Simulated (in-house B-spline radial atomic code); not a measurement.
**Se³³⁺: ionisation energy by several methods**

Wanted: one ionisation energy, Se³³⁺ to configuration bare nucleus, up the ladder of functionals.

Method: scalar-relativistic (X2C), several functionals, spin-polarised, exact exchange averaged over the configuration; spherical all-electron atom at the radial basis limit. Code: in-house B-spline radial atomic code version 1.

**1. Starting point**

```
element       : selenium (Z = 34)
charge        : +33
electrons     : 1
configuration : 1s1
nucleus       : Fermi, rms radius 4.140 fm
```

Where spins are not typed, each open shell is filled with up spins first.

**2. LC-ωPBE, a range-separated hybrid**

Settings, as recorded:

```ini
Z = 34
electrons = 1.0
configuration = 1s1
hamiltonian = x2c
method = lc_wpbe
spin_polarised = True
nucleus = fermi
rms_radius = 4.14
mass_number = 80
atomic_mass = 79.916521761
speed_of_light = 137.035999084
exact_exchange = averaged over the configuration
```

Started as:

```bash
> python run_scf.py task.json out
```

One command runs all members of the session, one after another, from task.json.

**3. TPSSh, a global hybrid**

Settings: those of step 2 with these lines changed.

```diff
@@ -4,3 +4,3 @@
 hamiltonian = x2c
-method = lc_wpbe
+method = tpssh
 spin_polarised = True
```

**4. ωB97X, a range-separated hybrid**

Settings: those of step 3 with these lines changed.

```diff
@@ -4,3 +4,3 @@
 hamiltonian = x2c
-method = tpssh
+method = wb97x
 spin_polarised = True
```

The tabulated ionisation energy is 15968.1 ± 0.0012 eV (tabulated theoretical; NIST Atomic Spectra Database). What does each method give, and which comes nearest?

The runs gave:

| method | rung | total energy (hartree) | ΔSCF (eV) | −ε highest (eV) | ΔSCF less tabulated (eV) |
| --- | --- | --- | --- | --- | --- |
| TPSSh | global hybrid | -587.1909 | 15978.3 | 15792.3 (1s up) | +10.2 |
| LC-ωPBE | range-separated hybrid | -587.0211 | 15973.7 | 15760.6 (1s up) | +5.6 |
| ωB97X | range-separated hybrid | -587.6232 | 15990.0 | 15798.8 (1s up) | +21.9 |

Tables give 15968.1 ± 0.0012 eV (tabulated theoretical; NIST Atomic Spectra Database) for the ionisation energy. LC-ωPBE misses by +5.6 eV, the least, and ωB97X by +21.9 eV (0.14 %), the most. Relativistic terms that these runs lack can be as large as the gaps between close methods, so the nearest may be so by luck. Spin-orbit coupling is left out.
